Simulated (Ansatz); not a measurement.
**C2H2ClGe: atomisation energy in Python**

How much energy holds C2H2ClGe together? Aim: an atomisation energy, for C2H2ClGe, run from a script. SMILES: C#[C][GeH][Cl].

Program: Ansatz 0.2.0 through its Python package. Level of theory: r2SCAN+D3(BJ)/def2-SVPD. These are calculated values, not measurements.

**1. The structure**

Bond lengths: C1–C2 1.259 Å, C2–Ge3 1.916 Å, Ge3–Cl4 2.083 Å, C1–H5 1.019 Å, Ge3–H6 1.567 Å. Angles: C1–C2–Ge3 178.4°, C2–C1–H5 175.0°, C2–Ge3–Cl4 108.2°, C2–Ge3–H6 108.2°, Cl4–Ge3–H6 111.0°.

The script holds or builds the structure itself.

**2. The code**

File c2h2clge.py:

```python
"""Energy to split C2H2ClGe into its atoms."""

from collections import Counter

import ansatz as az


def single_point(molecule, charge=0, unpaired=0):
    calc = (
        molecule.calculation()
        .basis(gaussian="def2-SVPD")  # atom-centred Gaussian functions
        .functional("r2scan", dispersion="d3bj")  # exchange and correlation
        .scf(lower_state_search="standard")
    )
    if charge:
        calc = calc.charge(charge)
    if unpaired:
        calc = calc.spin("collinear", total=unpaired)
    report = calc.run(threads=1, pin="off").report
    if report["published_state_doubts"]:
        print("  doubts:", report["published_state_doubts"])
    return report["free_energy_ev"]

geometry_ang = [
    ("C", (1.711, -0.6199, -0.3737)),
    ("C", (0.5739, -0.2866, 0.0503)),
    ("Ge", (-1.1602, 0.1756, 0.7225)),
    ("Cl", (-2.5582, -0.1863, -0.779)),
    ("H", (2.6172, -0.8379, -0.7867)),
    ("H", (-1.1416, 1.6911, 1.1205)),
]
c2h2clge = az.Crystal.molecule()
for symbol, xyz in geometry_ang:
    c2h2clge = c2h2clge.atom(symbol, xyz)

# unpaired electrons of the ground-state atoms
unpaired = {"C": 2, "Ge": 2, "Cl": 1, "H": 1}
counts = Counter(site.symbol for site in c2h2clge.cartesian_sites)
atom_energy = {s: single_point(az.Crystal.molecule().atom(s, (0, 0, 0)), 0, unpaired[s]) for s in counts}
whole = single_point(c2h2clge, 0, 1)
for s, e in atom_energy.items():
    print(f"{s:2s} x{counts[s]}  {e:14.5f} eV")
print(f"C2H2ClGe: {whole:.5f} eV")
split = sum(counts[s] * e for s, e in atom_energy.items()) - whole
print(f"atomisation energy (no zero-point term): {96.485332 * split:.1f} kJ/mol, {split / sum(counts.values()):.3f} eV an atom")
```

**3. The input behind the calls**

The engine receives this input (first run):

```yaml
crystal:
  periodic: [false, false, false]
  atoms:
    - { symbol: C, position_ang: [0.0, 0.0, 0.0] }
basis:
  gaussian:
    orbitals: def2-SVPD
hamiltonian:
  xc: r2scan
  dispersion: d3bj
magnetization:
  spin_polarized: true
  initial_magnetization: 2.0
scf:
  lower_state_search: standard
```

**4. The run**

On the command line:

```sh
> python c2h2clge.py
```

Log:

```text
DeckWarning: the engine holds no damping parameters fitted to this dispersion correction and functional, so the run takes those fitted to r2scan beside the three-body term, which d3bj leaves out (hamiltonian.dispersion, under Limitations)
C  x2     -1028.27148 eV
Ge x1    -56508.48411 eV
Cl x1    -12516.34109 eV
H  x2       -13.58417 eV
C2H2ClGe: -71130.80330 eV
atomisation energy (no zero-point term): 2148.4 kJ/mol, 3.711 eV an atom
```

(Warnings from the package without file and line.)

Run time: 25 s. Hardware: 1 thread of Arm Neoverse V2, shared host; peak memory 0.29 GiB.

**5. What changed from run to run**

The engine's inputs for some of the other runs:

Run 3, against run 1:

```diff
@@ -4 +4 @@
-    - { symbol: C, position_ang: [0.0, 0.0, 0.0] }
+    - { symbol: Cl, position_ang: [0.0, 0.0, 0.0] }
@@ -13 +13 @@
-  initial_magnetization: 2.0
+  initial_magnetization: 1.0
```

Run 4, against run 1:

```diff
@@ -4 +4 @@
-    - { symbol: C, position_ang: [0.0, 0.0, 0.0] }
+    - { symbol: H, position_ang: [0.0, 0.0, 0.0] }
@@ -13 +13 @@
-  initial_magnetization: 2.0
+  initial_magnetization: 1.0
```

Run 5, against run 1:

```diff
@@ -4 +4,6 @@
-    - { symbol: C, position_ang: [0.0, 0.0, 0.0] }
+    - { symbol: C, position_ang: [1.711, -0.6199, -0.3737] }
+    - { symbol: C, position_ang: [0.5739, -0.2866, 0.0503] }
+    - { symbol: Ge, position_ang: [-1.1602, 0.1756, 0.7225] }
+    - { symbol: Cl, position_ang: [-2.5582, -0.1863, -0.779] }
+    - { symbol: H, position_ang: [2.6172, -0.8379, -0.7867] }
+    - { symbol: H, position_ang: [-1.1416, 1.6911, 1.1205] }
@@ -13 +18 @@
-  initial_magnetization: 2.0
+  initial_magnetization: 1.0
```

Lines on the test bed's own set-up are left out of the output.

**6. What each run gave**

From the records of these 5 runs:

```
run    system  unpaired or total moment  energy (eV)  <S²>  SCF cycles  CPU time (s)
  1         C                         2   -1028.2715  2.01          27          0.58
  2        Ge                         2  -56508.4841  2.01          40           3.2
  3        Cl                         1  -12516.3411  0.75          36           1.6
  4         H                         1     -13.5842  0.75           5          0.25
  5  C2H2ClGe                         1  -71130.8033  0.76          25            19
```

Totals carry meaning only in balanced differences at one level of theory.

**7. Outcome**

```
                         quantity          value
atomisation energy, no zero point  2148.4 kJ/mol
                    runs compared              5
```

What this shows: Zero-point motion and spin-orbit terms of the atoms are left out, and both would lower it. 2148.4 kJ/mol from the electronic energies, without the zero-point term. The geometry is a force-field or estimated start, not a minimum of this method, and the basis set is short of its limit. All parts are taken at fixed geometry, without zero-point energy. The species is open-shell (spin multiplicity 2). A dispersion term here runs with damping parameters fitted for another variant or functional.
